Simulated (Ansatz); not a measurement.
# Si16C: the cost of one run

Computed with Ansatz 0.2.0 (DFT PBE, scalar-relativistic, plane waves, PAW, unless a step's input says otherwise).

## (1) The structure to begin with

The structure is triclinic, space group P1 (No. 1). Conventional cell: a = 7.679 Å, b = 7.679 Å, c = 7.679 Å, α = 60.00°, β = 60.00°, γ = 60.00°. Around Si (site symmetry 1) lie 4 Si at 2.35 Å and 1 C at 2.62 Å. Si (site symmetry 1) is surrounded by 1 C at 2.28 Å and 4 Si at 2.35 Å. Si (site symmetry 1) has 4 Si at 2.35 Å and 1 C at 2.69 Å in its first shell of neighbours. Si (site symmetry 1) is surrounded by 4 Si at 2.35 Å. Si (site symmetry 1) is surrounded by 1 C at 2.32 Å and 4 Si at 2.35 Å. Around Si (site symmetry 1) lie 4 Si at 2.35 Å and 1 C at 2.40 Å. Only part of the 17 independent sites is listed.

Structure file:

```
Si C
1.0
     0.00000    5.43000    5.43000
     5.43000    0.00000    5.43000
     5.43000    5.43000    0.00000
Si C
16 1
Direct
  0.00000 0.00000 0.00000
  0.12500 0.12500 0.12500
  0.00000 0.00000 0.50000
  0.12500 0.12500 0.62500
  0.00000 0.50000 0.00000
  0.12500 0.62500 0.12500
  0.00000 0.50000 0.50000
  0.12500 0.62500 0.62500
  0.50000 0.00000 0.00000
  0.62500 0.12500 0.12500
  0.50000 0.00000 0.50000
  0.62500 0.12500 0.62500
  0.50000 0.50000 0.00000
  0.62500 0.62500 0.12500
  0.50000 0.50000 0.50000
  0.62500 0.62500 0.62500
  0.24027 0.76160 0.24293
```

## (2) Start relaxed

File input.yaml:

```yaml
accuracy: low
crystal:
  lattice:
    - [0.0, 5.43, 5.43]
    - [5.43, 0.0, 5.43]
    - [5.43, 5.43, 0.0]
  atoms:
    - { symbol: Si, position: [0.0, 0.0, 0.0] }
    - { symbol: Si, position: [0.125, 0.125, 0.125] }
    - { symbol: Si, position: [0.0, 0.0, 0.5] }
    - { symbol: Si, position: [0.125, 0.125, 0.625] }
    - { symbol: Si, position: [0.0, 0.5, 0.0] }
    - { symbol: Si, position: [0.125, 0.625, 0.125] }
    - { symbol: Si, position: [0.0, 0.5, 0.5] }
    - { symbol: Si, position: [0.125, 0.625, 0.625] }
    - { symbol: Si, position: [0.5, 0.0, 0.0] }
    - { symbol: Si, position: [0.625, 0.125, 0.125] }
    - { symbol: Si, position: [0.5, 0.0, 0.5] }
    - { symbol: Si, position: [0.625, 0.125, 0.625] }
    - { symbol: Si, position: [0.5, 0.5, 0.0] }
    - { symbol: Si, position: [0.625, 0.625, 0.125] }
    - { symbol: Si, position: [0.5, 0.5, 0.5] }
    - { symbol: Si, position: [0.625, 0.625, 0.625] }
    - { symbol: C, position: [0.24027, 0.7616031, 0.2429308], spin: 1.0 }
magnetization:
  spin_polarized: true
basis:
  ecutwfc: 420.0
kpoints:
  mp_grid: { grid: [2, 2, 2] }
hamiltonian:
  xc: pbe
  pseudopotentials: { kind: paw, azcp: { folder: soft_1 } }
scf:
  occupations: { method: fermi_dirac, width: 0.02 }
  lower_state_search: "off"
relax:
  f_tol: 0.08
  max_steps: 25
  adjacent_minimum: "off"
```

Started as:

```bash
> ansatz run input.yaml --threads 1 --pin off --max-ram 3072MiB --backend cpu --events-out ev --progress --plain --runs-dir out
```

What time and memory should one allow on 1 thread of Arm Neoverse V2, shared host?

About 4.1 min, with a peak of 0.66 GiB.
